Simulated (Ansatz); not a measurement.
# SiGeCl (quartet): from Hartree-Fock to the top rungs, cc-pVDZ

One table from this session's results is given with a row withheld; the runs are named, their logs left out.

Computed with Ansatz 0.2.0, Gaussian basis. Level: cc-pVDZ, core rule «outside noble gas», up to 24 orbitals frozen.

To be run: UHF; CCSD(T) on ROHF; CCSD(T) on UHF; BCCD(T) on ROHF; CISD; CCSDT(Q) on ROHF; CCSDT(Q) on UHF; CASSCF and MRCISD+Q, 13 electrons in 11 orbitals; CASSCF and NEVPT2, 13 electrons in 11 orbitals.

17 further runs of the same task are left out: 4 that didn't finish, 13 set aside as unsound or not needed.

## What is computed

The geometry is a PBE0/def2-TZVP stationary point (not a proven minimum) of the parent state, kept for this charge and spin. No spin-orbit coupling is included. The filled d shell of Ge may be among the frozen orbitals whatever the setting's name suggests; the logs give the count.

3 atoms, charge 0, spin multiplicity 4.

Atoms are counted from 1 here; the program's logs count them from 0.

Bond lengths: Cl1–Ge2 2.423 Å, Cl1–Si3 2.265 Å, Ge2–Si3 2.365 Å. Angles: Ge2–Cl1–Si3 60.5°, Cl1–Ge2–Si3 56.5°, Cl1–Si3–Ge2 63.0°.

Coordinates:

```xyz
3
charge 0, multiplicity 4
Cl    0.0000    0.8853    1.3034
Ge    0.0000    0.0874   -0.9839
Si    0.0000   -1.3435    0.8994
```

Set-up of the first run:

Input file in.yaml:

```yaml
crystal:
  periodic: [false, false, false]
  atoms:
    - {symbol: Cl, position_ang: [0.000000, 0.885306, 1.303423]}
    - {symbol: Ge, position_ang: [0.000000, 0.087359, -0.983890]}
    - {symbol: Si, position_ang: [0.000000, -1.343486, 0.899379]}
basis:
  gaussian: {orbitals: cc-pVDZ}
magnetization: {spin_polarized: true, initial_magnetization: 3}
hamiltonian: {xc: hf}
output: {orbitals: {seedname: orbitals}}
```

Command:

```sh
$ ansatz run in.yaml --threads 1 --pin off --events-out ev --progress --plain --max-ram 2393MiB
```

Steps of the session up to this table: UHF; CCSD(T) on ROHF; CCSD(T) on UHF; BCCD(T) on ROHF; CISD; CCSDT(Q) on ROHF; CCSDT(Q) on UHF; CASSCF and MRCISD+Q, 13 electrons in 11 orbitals; CASSCF and NEVPT2, 13 electrons in 11 orbitals.

One table of the session follows, with a row left open; its other results are not shown here.

| method | from UCCSDT(Q) (kcal/mol) |
| --- | --- |
| ROHF | +195.60 |
| UHF | +189.27 |
| RMP2 | +29.22 |
| UMP2 | +30.57 |
| CISD | +27.84 |
| RCCSD | +7.75 |
| UCCSD | +7.47 |
| RCCSD(T) | ? |
| UCCSD(T) | +1.37 |
| BCCD(T) | +1.45 |
| RCCSDT | +0.69 |
| UCCSDT | +0.53 |
| RCCSDT(Q) | +0.19 |
| UCCSDT(Q) | 0 |
| CASSCF valence | +161.90 |
| NEVPT2 valence | +30.57 |
| MRCISD valence | +18.82 |
| MRCISD+Q valence | +2.19 |

Q: Estimate the row for RCCSD(T) from the others.

As computed: from UCCSDT(Q) (kcal/mol): +1.46. In the column «from UCCSDT(Q) (kcal/mol)» it lies between BCCD(T) (+1.45) and MRCISD+Q valence (+2.19).

Limits of these values: Restricted and unrestricted rows rest on different reference determinants; where their highest levels disagree by more than a few hundredths of an eV, they describe different states and don't form one ladder.
